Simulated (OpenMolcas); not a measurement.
# Zr³⁺ among point charges: CASSCF levels and susceptibility

How does a field of 6 point charges split the states of Zr³⁺, and what χT follows?

Method: state-averaged CASSCF, spin-orbit coupling by RASSI with atomic mean-field integrals. Code: OpenMolcas 26.06.

1 further run of the same task is left out (it didn't finish).

**1. The system**

| Property | Result |
| --- | --- |
| Species | Zr³⁺ (zirconium, Z = 40, 37 electrons) |
| Basis | ANO-RCC-VTZP [7s6p4d2f1g], 68 functions |
| Scalar Hamiltonian | DKH2, point nucleus |
| Inactive shells | 1s 2s 2p 3s 3p 3d 4s 4p |
| Active space | 1 electron in 5 orbitals (4d) |
| Some configurations of this space | 4d |
| Orbitals | optimised for each spin and parity, averaged over all roots |

The outer shells:

4d
```
4d [↑ ][  ][  ][  ][  ]
```

The ion sits among 6 point charges of -1.7 e arranged as a tetragonal octahedron (D4h), 1.65 Å from the ion, with the axial distance 1.700 Å. The active orbitals were held to one l.

The work runs as a chain of OpenMolcas steps in one folder; each step below is one input file. Labels, J, g values, rates, χT and fits are worked out afterwards by a script from the matrices that RASSI stores. The input lists half of the charges; inversion (Group=XYZ) makes the rest.

**2. GATEWAY and SEWARD: basis and integrals**

Input file a.inp:

```
&GATEWAY
Coord
1

Zr 0.0 0.0 0.0
Basis=ANO-RCC-VTZP
Group=XYZ
NoMove
AngMom=0.0 0.0 0.0
AMFI
XField
3 Angstrom 0
1.650000 0.000000 0.000000 -1.700000
0.000000 1.650000 0.000000 -1.700000
0.000000 0.000000 1.699500 -1.700000
&SEWARD
```

Launch:

```bash
OMP_NUM_THREADS=1 MOLCAS_MEM=1689 MOLCAS_PROJECT=a pymolcas a.inp > a.log
```

**3. CASSCF: doublets of even parity, 5 roots**

Input file a.inp:

```
&RASSCF
FileOrb=start.orb
Symmetry=1
Spin=2
nActEl=1 0 0
Inactive=9 9
Ras2=5 0
CIRoot=5 5 1
SDav=5
CIMx=300
Iter=120 100
PrWF=0.3
OrbListing=Nothing
MaxOrb=0
SupSym
1
20 4 5 6 7 8 10 11 12 13 14 18 19 20 21 22 23 24 25 26 27
0
>>> COPY $Project.JobIph JOB001
```

start.orb holds the contracted functions of the basis, ordered by shell, or the orbitals of the step before.

**4. RASSI: spin-orbit coupling between the states**

Input file a.inp:

```
&RASSI
NrOfJobIphs=1 5
1 2 3 4 5
IphNames
JOB001
EJob
SpinOrbit
DIPRint=1.0
SOCoupling=1000.0
Subsets=2
Property=9
'ANGMOM' 1 'ANGMOM' 2 'ANGMOM' 3 'MLTPL  1' 1 'MLTPL  1' 2 'MLTPL  1' 3
'AMFI' 1 'AMFI' 2 'AMFI' 3
SOProperty=3
'ANGMOM' 1 'ANGMOM' 2 'ANGMOM' 3
```

**Question.** What will these runs give? Wanted: spin-free ground state; first state of the same spin within the active space; lowest level; next level.

As calculated:

| quantity | value |
| --- | --- |
| method | CASSCF |
| spin-free ground state | 2B2, 1-fold in its orbital part |
| first state of the same spin within the active space | 2E at 540 cm⁻¹ |
| lowest level | 2-fold E3/2, g = 1.97, 1.97, 2.00 |
| next level | 535.3 cm⁻¹ |
| χT at 300 K | 0.54 cm³ K/mol |
| effective moment at 300 K | 2.09 μB |

In words: The spin-free ground state (2B2) comes to 100 % from free-ion D terms and keeps the highest spin of the shell. χT at 300 K is 0.54, against 0.38 cm³ K/mol for the spin alone, so orbital moment adds to it. The field of point charges can differ much from that of real complexes. Point charges carry no covalency, so the field is a model and not that of real ligands.
